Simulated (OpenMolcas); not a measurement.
# Rb: CASSCF and CASPT2 terms and fine-structure levels, part 2 of 2

Wanted: the level scheme of Rb from active-space wave functions, then second-order correlation under several settings.

OpenMolcas 26.06; ANO-RCC-VQZP, DKH3, active space 1 electron in 4 orbitals (5s 5p), orbitals: per spin and parity. Earlier steps stand in the parts before.

## Step 7: CASPT2: IPEA 0.2, real shift 0.05 (closed shells correlated: 4s 4p)

The input, a.inp:

```
>>> COPY JOB001 $Project.JobIph
&CASPT2
Multistate=1 1
Frozen=8 6
IPEA=0.2
Shift=0.05
MaxIter=60
WThr=0.0 0.3 0.05
PrWF=0.5
NoMix
>>> COPY JOB002 $Project.JobIph
&CASPT2
Multistate=3 1 2 3
NoMult
Frozen=8 6
IPEA=0.2
Shift=0.05
MaxIter=60
WThr=0.0 0.3 0.05
PrWF=0.5
NoMix
```

Launch:

```console
$ OMP_NUM_THREADS=1 MOLCAS_MEM=2252 MOLCAS_PROJECT=a pymolcas a.inp > a.log
```

Standard output:

```text
Orbital specifications:
      -----------------------

      Symmetry species                           1   2
                                                ag  au
      Frozen orbitals                            8   6
      Inactive orbitals                          1   3
      Active orbitals                            1   3
      Secondary orbitals                        27  23
      Deleted orbitals                           0   0
      Number of basis functions                 37  35
Type of calculation                        SS-CASPT2
      Fock operator                              state-specific
      IPEA shift                                 0.20
      Real shift                                 0.05
      Imaginary shift                            0.00
      The input orbitals will be transformed to quasi-canonical
Reference energy:       -2979.1670985256
      E2 (Non-variational):      -0.2051866863
      Shift correction:          -0.0028885757
      E2 (Variational):          -0.2080752620
      Total energy:           -2979.3751737876
      Residual norm:              0.0000008615
      Reference weight:           0.94538
      Contributions to the CASPT2 correlation energy
      Active & Virtual Only:          0.0000000000
      One Inactive Excited:          -0.0118041089
      Two Inactive Excited:          -0.1933825773
::    CASPT2 Root  1     Total energy:  -2979.37517379
Orbital specifications:
      -----------------------

      Symmetry species                           1   2
                                                ag  au
      Frozen orbitals                            8   6
      Inactive orbitals                          1   3
      Active orbitals                            1   3
      Secondary orbitals                        27  23
      Deleted orbitals                           0   0
      Number of basis functions                 37  35
Type of calculation                        SS-CASPT2
      Fock operator                              state-specific
      IPEA shift                                 0.20
      Real shift                                 0.05
      Imaginary shift                            0.00
      The input orbitals will be transformed to quasi-canonical
Reference energy:       -2979.1177491104
      E2 (Non-variational):      -0.1971208303
      Shift correction:          -0.0026533524
      E2 (Variational):          -0.1997741826
      Total energy:           -2979.3175232931
      Residual norm:              0.0000002047
      Reference weight:           0.94961
      Contributions to the CASPT2 correlation energy
      Active & Virtual Only:          0.0000000000
      One Inactive Excited:          -0.0034744226
      Two Inactive Excited:          -0.1936464077
Reference energy:       -2979.1177491104
      E2 (Non-variational):      -0.1971208303
      Shift correction:          -0.0026533524
      E2 (Variational):          -0.1997741826
      Total energy:           -2979.3175232931
      Residual norm:              0.0000002047
      Reference weight:           0.94961
      Contributions to the CASPT2 correlation energy
      Active & Virtual Only:          0.0000000000
      One Inactive Excited:          -0.0034744226
      Two Inactive Excited:          -0.1936464077
::    CASPT2 Root  1     Total energy:  -2979.31752329
::    CASPT2 Root  2     Total energy:  -2979.31752329
::    CASPT2 Root  3     Total energy:  -2979.31752329
```

This run took 1.3 s in all on 1 thread of Arm Neoverse N1, shared host.

SS-CASPT2: lowest energy less the reference's lowest, -0.2081 hartree; reference weights 0.945 to 0.950.

Fine-structure levels, from the RASSI matrix with the averaged CASPT2 term energies on its diagonal:

```tsv
Configuration	Term	J	E (cm-1)	Leading %
5s	2S	1/2	0.0	100
5p	2P*	1/2	12560	100
5p	2P*	3/2	12700	100
```

## Step 8: CASPT2: IPEA 0.4, real shift 0.5 (closed shells correlated: 3d 4s 4p)

The input, a.inp:

```
>>> COPY JOB001 $Project.JobIph
&CASPT2
Multistate=1 1
Frozen=3 6
IPEA=0.4
Shift=0.5
MaxIter=60
WThr=0.0 0.3 0.05
PrWF=0.5
NoMix
>>> COPY JOB002 $Project.JobIph
&CASPT2
Multistate=3 1 2 3
Frozen=3 6
IPEA=0.4
Shift=0.5
MaxIter=60
WThr=0.0 0.3 0.05
PrWF=0.5
NoMix
```

Launch:

```console
$ OMP_NUM_THREADS=1 MOLCAS_MEM=2252 MOLCAS_PROJECT=a pymolcas a.inp > a.log
```

Standard output:

```text
Orbital specifications:
      -----------------------

      Symmetry species                           1   2
                                                ag  au
      Frozen orbitals                            3   6
      Inactive orbitals                          6   3
      Active orbitals                            1   3
      Secondary orbitals                        27  23
      Deleted orbitals                           0   0
      Number of basis functions                 37  35
Type of calculation                        SS-CASPT2
      Fock operator                              state-specific
      IPEA shift                                 0.40
      Real shift                                 0.50
      Imaginary shift                            0.00
      The input orbitals will be transformed to quasi-canonical
Reference energy:       -2979.1670985256
      E2 (Non-variational):      -0.2721325282
      Shift correction:          -0.0253989160
      E2 (Variational):          -0.2975314442
      Total energy:           -2979.4646299698
      Residual norm:              0.0000004646
      Reference weight:           0.95166
      Contributions to the CASPT2 correlation energy
      Active & Virtual Only:          0.0000000000
      One Inactive Excited:          -0.0095708558
      Two Inactive Excited:          -0.2625616724
::    CASPT2 Root  1     Total energy:  -2979.46462997
Orbital specifications:
      -----------------------

      Symmetry species                           1   2
                                                ag  au
      Frozen orbitals                            3   6
      Inactive orbitals                          6   3
      Active orbitals                            1   3
      Secondary orbitals                        27  23
      Deleted orbitals                           0   0
      Number of basis functions                 37  35
Type of calculation                        MS-CASPT2
      Fock operator                              state-specific
      IPEA shift                                 0.40
      Real shift                                 0.50
      Imaginary shift                            0.00
      The input orbitals will be transformed to quasi-canonical
Reference energy:       -2979.1177491104
      E2 (Non-variational):      -0.2658409988
      Shift correction:          -0.0240641101
      E2 (Variational):          -0.2899051089
      Total energy:           -2979.4076542194
      Residual norm:              0.0000000774
      Reference weight:           0.95408
      Contributions to the CASPT2 correlation energy
      Active & Virtual Only:          0.0000000000
      One Inactive Excited:          -0.0028656313
      Two Inactive Excited:          -0.2629753676
Reference energy:       -2979.1177491104
      E2 (Non-variational):      -0.2658409988
      Shift correction:          -0.0240641101
      E2 (Variational):          -0.2899051089
      Total energy:           -2979.4076542194
      Residual norm:              0.0000000774
      Reference weight:           0.95408
      Contributions to the CASPT2 correlation energy
      Active & Virtual Only:          0.0000000000
      One Inactive Excited:          -0.0028656313
      Two Inactive Excited:          -0.2629753676
::    CASPT2 Root  1     Total energy:  -2979.40765422
::    CASPT2 Root  2     Total energy:  -2979.40765422
::    CASPT2 Root  3     Total energy:  -2979.40765422
::    MS-CASPT2 Root  1     Total energy:  -2979.40765422
::    MS-CASPT2 Root  2     Total energy:  -2979.40765422
::    MS-CASPT2 Root  3     Total energy:  -2979.40765422
```

Time for this run: 1.7 s (1 thread of Arm Neoverse N1, shared host).

SS-CASPT2: lowest energy less the reference's lowest, -0.2975 hartree; reference weights 0.952 to 0.954. These are the single-state energies of the run (the lines without MS-).

Fine-structure levels, from the RASSI matrix with the averaged CASPT2 term energies on its diagonal:

```json
{"Configuration": "5s", "Term": "2S", "J": "1/2", "E (cm-1)": "0.0", "g": "2.002", "Leading %": "100"}
{"Configuration": "5p", "Term": "2P*", "J": "1/2", "E (cm-1)": "12410", "g": "0.666", "Leading %": "100"}
{"Configuration": "5p", "Term": "2P*", "J": "3/2", "E (cm-1)": "12550", "g": "1.334", "Leading %": "100"}
```

## Step 9: The methods side by side

A. CASSCF
B. XMS-CASPT2, IPEA 0.3, sigma2 regulariser 0.3 (closed shells correlated: 4s 4p)
C. SS-CASPT2, IPEA 0.2, real shift 0.05 (closed shells correlated: 4s 4p)
D. SS-CASPT2, IPEA 0.4, real shift 0.5 (closed shells correlated: 3d 4s 4p)

Energies in cm-1 above each method's lowest level; measured values from NIST Handbook of Basic Atomic Spectroscopic Data.

```
     level      A      B      C      D  measured
 5s 2S 1/2    0.0    0.0    0.0    0.0       0.0
5p 2P* 1/2  10741  12470  12560  12410     12579
5p 2P* 3/2  10876  12600  12700  12550     12817
```

Mean absolute deviation from the 2 measured excited levels that all methods hold: A 1900 cm⁻¹, B 160 cm⁻¹, C 67 cm⁻¹, D 220 cm⁻¹.

## Step 10: What came out

What follows sums up all 2 parts.

```
                                                  quantity                                                                           value
                                                    method  XMS-CASPT2, IPEA 0.3, sigma2 regulariser 0.3 (closed shells correlated: 4s 4p)
                                              lowest level                                        5s 2S 1/2, 100 % of that term, g = 2.002
                               ground level listed by NIST                                                                           2S1/2
                                       first excited level                                                        5p 2P* 1/2 at 12470 cm-1
strongest of the lines computed, by gA, at CASSCF energies                              5p 2P* 3/2 → 5s 2S 1/2, 919.5 nm, A = 2.99e+07 s⁻¹
```

What each method costs and misses:

```
                                                 method  time of its own steps  time with the reference  mean absolute difference from the measured levels (cm-1)
                                              A. CASSCF                   11 s                     11 s                                                      1900
B. XMS-CASPT2, IPEA 0.3, sigma2 regulariser 0.3, +4s 4p                  1.2 s                     12 s                                                       160
        C. SS-CASPT2, IPEA 0.2, real shift 0.05, +4s 4p                  1.3 s                     12 s                                                        67
      D. SS-CASPT2, IPEA 0.4, real shift 0.5, +3d 4s 4p                  1.7 s                     13 s                                                       220
```

Times are of one thread on a shared host.

Method C lies closest to the measured levels (67 cm⁻¹ on average) and A farthest (1900). Only the configurations of the active space and the roots asked for are present. Only valence configurations of the active space appear, up to the ionisation limit; * or ° marks odd parity.
